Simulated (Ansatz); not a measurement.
# Titanium, simple cubic under LDA: ground state and equation of state

What does LDA give for titanium in the simple cubic structure? We relax it, solve it on a dense k-mesh, switch on spin-orbit coupling, then scale the cell to 7 volumes from 88 to 112 % of the relaxed one and try a fit of the equation of state. The k-meshes are 12×12×12 for the relaxation; 20×20×20 for the dense run; 12×12×12 for spin-orbit coupling; 14×14×14 for the volumes.

This is Ti in the simple cubic structure; at room conditions it is hcp.

Computed with Ansatz 0.2.0 (DFT LDA (PW92), plane waves (420 eV) with PAW, scalar-relativistic; the PAW data stem from PBE, with regenerated cores, unless a step says otherwise).

### 1 Starting point

The structure is cubic, space group Pm-3m (No. 221). Conventional cell: a = 2.672 Å, b = 2.672 Å, c = 2.672 Å, α = 90.00°, β = 90.00°, γ = 90.00°. Ti (site symmetry m-3m) has 6 Ti at 2.67 Å as nearest neighbours.

Coordinates:

```xyz
1
Lattice="2.6717 0.0000 0.0000 0.0000 2.6717 0.0000 0.0000 0.0000 2.6717" Properties=species:S:1:pos:R:3 pbc="T T T"
Ti    0.0000    0.0000    0.0000
```

### 2 Relaxation of the cell

Input file input.yaml:

```yaml
crystal:
  lattice:
    - [2.6717143674, 0.0, 0.0]
    - [0.0, 2.6717143674, 0.0]
    - [0.0, 0.0, 2.6717143674]
  atoms:
    - { symbol: Ti, position: [0.0, 0.0, 0.0] }
hamiltonian:
  xc: lda
  pseudopotentials:
    kind: paw
    azcp:
      Ti: "pseudopotentials/Ti.paw.azcp"
basis:
  ecutwfc: 420
  fft_grid_basis: typed
kpoints:
  mp_grid: { grid: [12, 12, 12], shift: [0, 0, 0] }
magnetization:
  spin_polarized: false
scf:
  occupations: { method: fermi_dirac, width: 0.1 }
relax:
  max_steps: 60
  f_tol: 0.01
  cell: {}
```

The runs that follow: Single point on a dense mesh; Spin-orbit coupling switched on; Equation of state: 88 %; Equation of state: 92 %; Equation of state: 96 %; Equation of state: 100 %; Equation of state: 104 %; Equation of state: 108 %; Equation of state: 112 %.

**Question.** What will these runs give? Wanted: space group; conventional cell; volume; shortest distance; gap on the mesh; relative to hcp; V₀, B₀, B₀′.

As calculated:

| quantity | value |
| --- | --- |
| space group (spins left aside) | Pm-3m (No. 221) |
| conventional cell | a = 2.556 Å |
| volume | 16.705 Å³/atom |
| shortest distance | 2.556 Å |
| gap on the mesh | none (levels filled in part) |
| relative to hcp | +794 meV/atom |
| V₀, B₀, B₀′ | 16.619 Å³/atom, 93 GPa, 3.5 |

The relaxation shrank the cell by 12.4 % in volume. Against the reference form of titanium (hcp, computed apart with the same settings) it stands 794 meV/atom higher, so it is far from stable. No gap shows: it is a metal or semimetal at this level. The total energy of the spin-orbit run (on a coarser mesh) lies -56 meV/atom from the scalar one; mesh and treatment of the core enter this figure, so it is no spin-orbit energy. The fitted modulus is 93 GPa. Relaxation kept the symmetry; phonons were not checked.
